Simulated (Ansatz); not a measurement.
## CoO, space group Fm-3m: the spin response to a magnetic field, step by step

With Ansatz 0.2.0 through its Python package.

At the Python prompt:
```pycon
>>> import warnings
>>> import ansatz as az
>>> import numpy as np
>>> import pandas as pd
>>> warnings.simplefilter("ignore", az.DeckWarning)
>>> lattice = az.Lattice.of(
...     [0.0, 2.1315, 2.1315],
...     [2.1315, 0.0, 2.1315],
...     [2.1315, 2.1315, 0.0],
... )
>>> sites = [
...     ("Co", [0.0, 0.0, 0.0]),
...     ("O", [0.5, 0.5, 0.5]),
... ]
>>> system = az.Crystal(lattice=lattice)
>>> for symbol, position in sites:
...     system = system.atom(symbol, position)
...
>>> system = system.moments(Co=1.8)
>>> model = (
...     system.calculation()
...     .functional(exchange="b88", correlation="lda")
...     .kpoints(length=27)
...     .occupations("fermi_dirac", width=0.02)
...     .mixing("anderson", ndim=8, beta=0.4)
...     .scf(tolerance=1e-05, max_iterations=80)
...     .spin("collinear")
... )
>>> # the field acts on the spins alone; such large fields lift the response over the noise
>>> rows = []
>>> for tesla in [0, 250, 500]:
...     data = (model.magnetic_field(tesla) if tesla else model).run(threads=1).report
...     rows.append((tesla, data["magnetization_mub"], data["free_energy_ev"], data["components"].get("e_zeeman", 0.0)))
...

>>> print(pd.DataFrame(rows, columns=["B (T)", "moment muB", "F eV", "Zeeman term eV"]).round(4).to_string(index=False))
 B (T)  moment muB       F eV  Zeeman term eV
     0      2.7876 -5738.0949          0.0000
   250      2.8010 -5738.1354         -0.0405
   500      2.8133 -5738.1760         -0.0814
>>> slope = np.polyfit([row[0] for row in rows], [row[1] for row in rows], 1)[0]
>>> print(f"dM/dB = {1000 * slope:.4f} muB per 1000 T per cell")
dM/dB = 0.0513 muB per 1000 T per cell
```

The settings weren't tested for convergence. Other magnetic orders than the one started from may lie lower. The mesh is modest for a metal, so energies can be off by several to tens of meV an atom and pressures by half a GPa or more; differences at equal mesh fare better. With one magnetic atom the cell can hold only ferromagnetic order. Without a Hubbard U or exact exchange, semilocal functionals often make such 3d compounds metallic or too weakly gapped. The structure is a deposited one; some such entries were measured under pressure or heat, so a shift against it needn't be the functional's error alone. Orbital magnetism is left out. The response of a metal hangs strongly on mesh and smearing, and a straight-line fit holds only where the moment is linear in the field. It ran for 90 s on 1 thread of Arm Neoverse V1 (shared host), peak memory 0.65 GiB.

(Lines on the test bed's own set-up are left out of the output.)
